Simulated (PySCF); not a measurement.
# The bond of GaH, level by level

One job finds the state of GaH, follows it along the bond with each method and fits the curves.

Program: PySCF 2.14.0. Level of theory: Ga cc-pVTZ-PP with ECP10, H cc-pVTZ, scalar-relativistic core potentials. These are calculated values, not measurements.

### 1 The job

The job is set up so:

```json
{"atoms": "Ga, H", "charge": "0", "basis": "Ga cc-pVTZ-PP with ECP10, H cc-pVTZ", "Hamiltonian": "scalar-relativistic core potentials", "basis functions": "53", "electrons treated": "22", "masses in u": "68.9256, 1.0078", "levels": "PBE0, PBE, r²SCAN, r²SCANh, BLYP, M06-L, HF, MP2, SCS-MP2, CCSD, CCSD(T)", "grid": "80 radial by 434 angular points", "occupations": "held fixed by the projection of orbital angular momentum", "dissociation limit": "Ga + H, each in its ground configuration", "starting distance in angstrom": "1.525", "values of 2S to try": "0, 2"}
```

The run is started by

```console
$ OMP_NUM_THREADS=1 python dia.py task.json out
```

After this run come: First curve: PBE0; Excited determinants; PBE (GGA); r²SCAN; r²SCANh (hybrid meta-GGA); BLYP (GGA); M06-L (meta-GGA); RHF (mean field); Adding correlation.

What does the calculation give? Wanted: for each run, Re; ωe; De; μ.

**Answer**, as computed:

Lowest PBE0 solution found, without spin–orbit coupling: ¹Σ⁺ (singlet), closed shell. State 2 has its PBE0 minimum 2.04 eV higher. The other levels ran on the lowest alone.

| level | Re (Å) | ωe (cm⁻¹) | De (eV) | μ (D) |
| --- | --- | --- | --- | --- |
| RHF | 1.669 | 1653 | 2.04 | -0.18 |
| RHF-MP2 | 1.648 | 1702 | 2.85 | n/a |
| RHF-SCS-MP2 | 1.653 | 1683 | 2.95 | n/a |
| RHF-CCSD | 1.659 | 1656 | 2.98 | n/a |
| RHF-CCSD(T) | 1.658 | 1652 | 3.00 | n/a |
| PBE | 1.701 | 1502 | 2.85 | -0.60 |
| BLYP | 1.708 | 1476 | 2.93 | -0.74 |
| r²SCAN | 1.671 | 1584 | 2.89 | -0.41 |
| M06-L | 1.684 | 1561 | 3.04 | -0.66 |
| r²SCANh | 1.668 | 1599 | 2.87 | -0.39 |
| PBE0 | 1.681 | 1573 | 2.83 | -0.45 |

De is counted to Ga + H in their ground configurations. A positive dipole means Ga(−)H(+).

Differences from CCSD(T) in the same basis:

```
      level  Re (mÅ)  ωe (%)
        RHF      +10    +0.1
    RHF-MP2      -11    +3.1
RHF-SCS-MP2       -5    +1.9
   RHF-CCSD        0    +0.3
        PBE      +43    -9.1
       BLYP      +50   -10.6
     r²SCAN      +12    -4.1
      M06-L      +26    -5.5
    r²SCANh       +9    -3.2
       PBE0      +23    -4.8
```

What this shows: Against CCSD(T) in the same basis, the bond length is nearest at RHF-CCSD (0 mÅ) and farthest at BLYP (+50 mÅ); the wavenumber is nearest at RHF (+0.1 %) and farthest at BLYP (-10.6 %). Of the levels with a De here, RHF gives the least (2.04 eV) and M06-L the most (3.04 eV).

Correlated steps freeze 4 core orbitals.
